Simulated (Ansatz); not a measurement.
# CH6N2OSSi: the cost of one run

Program: Ansatz 0.2.0. Level of theory: RKS BLYP/6-31G*. These are calculated values, not measurements.

## 1. Starting point

Bond lengths: N1–C2 1.313 Å, C2–S3 1.748 Å, C2–N4 1.339 Å, N4–Si5 1.612 Å, Si5–O6 1.673 Å, N1–H7 1.063 Å, S3–H8 1.365 Å, N4–H9 1.091 Å, Si5–H10 1.505 Å, Si5–H11 1.441 Å, O6–H12 0.943 Å. Angles (14 of 15 angles, heavy atoms first): N1–C2–S3 114.5°, N1–C2–N4 129.4°, S3–C2–N4 116.1°, C2–N4–Si5 124.2°, N4–Si5–O6 106.3°, C2–N1–H7 106.3°, C2–S3–H8 92.4°, C2–N4–H9 109.8°, Si5–N4–H9 108.9°, N4–Si5–H10 108.5°, N4–Si5–H11 109.8°, O6–Si5–H10 108.6°, O6–Si5–H11 108.7°, Si5–O6–H12 114.7°.

Structure file:

```xyz
12

N     0.7641   -1.3967   -1.3379
C    -0.1019   -1.1748   -0.3758
S    -0.6843   -2.6174    0.4207
N    -0.5671   -0.0122    0.0978
Si    0.3611    1.2562    0.4537
O    -0.6782    2.4888    0.8999
H     0.9486   -0.4546   -1.7955
H     0.0868   -3.4300   -0.3600
H    -1.2455   -0.1976    0.9314
H     1.2214    0.9026    1.6363
H     1.0913    1.6695   -0.7179
H    -1.1192    2.9109    0.1812
```

## 2. Relaxing end A

File input.yaml:

```yaml
crystal:
  periodic: [false, false, false]
  atoms:
    - { symbol: "N", position_ang: [0.7641, -1.3967, -1.3379] }
    - { symbol: C, position_ang: [-0.1019, -1.1748, -0.3758] }
    - { symbol: S, position_ang: [-0.6843, -2.6174, 0.4207] }
    - { symbol: "N", position_ang: [-0.5671, -0.0122, 0.0978] }
    - { symbol: Si, position_ang: [0.3611, 1.2562, 0.4537] }
    - { symbol: O, position_ang: [-0.6782, 2.4888, 0.8999] }
    - { symbol: H, position_ang: [0.9486, -0.4546, -1.7955] }
    - { symbol: H, position_ang: [0.0868, -3.43, -0.36] }
    - { symbol: H, position_ang: [-1.2455, -0.1976, 0.9314] }
    - { symbol: H, position_ang: [1.2214, 0.9026, 1.6363] }
    - { symbol: H, position_ang: [1.0913, 1.6695, -0.7179] }
    - { symbol: H, position_ang: [-1.1192, 2.9109, 0.1812] }
basis:
  gaussian: { orbitals: "6-31G*" }
hamiltonian:
  xc: blyp
relax:
  f_tol: 0.02
  max_steps: 50
output:
  orbitals: {}
```

Launch:

```sh
$ ansatz run input.yaml --threads 2 --pin off --max-ram 3072MiB --backend cpu --events-out ev --progress --plain --runs-dir out
```

**Question.** How long does this run take on 2 threads of Arm Neoverse V2, shared host, and how much memory does it need?

About 59 s, with a peak of 0.18 GiB.
